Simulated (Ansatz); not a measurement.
# Zn4SO3: the cost of one run

Program: Ansatz 0.2.0. Level of theory: DFT PBE, scalar-relativistic, plane waves, PAW, unless a step names another level. These are calculated values, not measurements.

1 further run of the same task is left out (set aside as unsound or not needed). Runs told in other sessions of the task aren't counted.

### Step 1. The structure to begin with

Symmetry: P-43m, No. 215, cubic system. The conventional cell has a = 4.821 Å, b = 4.821 Å, c = 4.821 Å, α = 90.00°, β = 90.00°, γ = 90.00°. Zn (site symmetry 3m) is surrounded by 3 O at 2.04 Å and 1 S at 2.26 Å. S (site symmetry -43m) has 4 Zn at 2.26 Å in its first shell of neighbours. Around O (site symmetry -42m) lie 4 Zn at 2.04 Å.

As a file:

```cif
data_structure
_symmetry_space_group_name_H-M 'P 1'
_symmetry_Int_Tables_number 1
_cell_length_a 4.8208
_cell_length_b 4.8208
_cell_length_c 4.8208
_cell_angle_alpha 90.000
_cell_angle_beta 90.000
_cell_angle_gamma 90.000
_cell_volume 112.03
loop_
_atom_site_label
_atom_site_type_symbol
_atom_site_fract_x
_atom_site_fract_y
_atom_site_fract_z
_atom_site_occupancy
Zn1 Zn 0.77061 0.77061 0.77061 1
Zn2 Zn 0.77061 0.22939 0.22939 1
Zn3 Zn 0.22939 0.77061 0.22939 1
Zn4 Zn 0.22939 0.22939 0.77061 1
S1 S 0.50000 0.50000 0.50000 1
O1 O 0.00000 0.00000 0.50000 1
O2 O 0.00000 0.50000 0.00000 1
O3 O 0.50000 0.00000 0.00000 1
```

It is the end of an earlier relaxation with the same method, from a generated guess; it needn't be the stable form of this composition. At a tolerance of 0.02 Å it has space group P-43m (No. 215); it has 14.00 Å³/atom, an uncorrected energy of -1.19 eV/atom over the elements and, on its mesh, gap 0.43 eV.

### Step 2. Elastic constants, atoms relaxed

input.yaml reads:

```yaml
crystal:
  lattice:
    - [4.8208113638, 0.0, 0.0]
    - [0.0, 4.8208113638, 0.0]
    - [0.0, 0.0, 4.8208113638]
  atoms:
    - { symbol: Zn, position: [0.7706447952, 0.7706447952, 0.7706447952] }
    - { symbol: Zn, position: [0.7706447952, 0.2293552048, 0.2293552048] }
    - { symbol: Zn, position: [0.2293552048, 0.7706447952, 0.2293552048] }
    - { symbol: Zn, position: [0.2293552048, 0.2293552048, 0.7706447952] }
    - { symbol: S, position: [0.5, 0.5, 0.5] }
    - { symbol: O, position: [0.0, 0.0, 0.5] }
    - { symbol: O, position: [0.0, 0.5, 0.0] }
    - { symbol: O, position: [0.5, 0.0, 0.0] }
basis:
  ecutwfc: 420
kpoints:
  mp_grid: { grid: [8, 8, 8] }
hamiltonian:
  xc: pbe
scf:
  occupations: { method: fixed }
output:
  forces: true
  stress: true
  eigenvalues: true
  polarization: {}
elastic:
  mode: relaxed_ion
  stencil: two_point
```

Run with:

```
ansatz run input.yaml --threads 4 --pin off --max-ram 8192MiB --backend cpu --events-out ev --progress --plain --runs-dir out
```

**Question.** How long does this run take on 4 threads of Arm Neoverse V2, shared host, and how much memory does it need?

About 6.1 min, with a peak of 1.2 GiB.
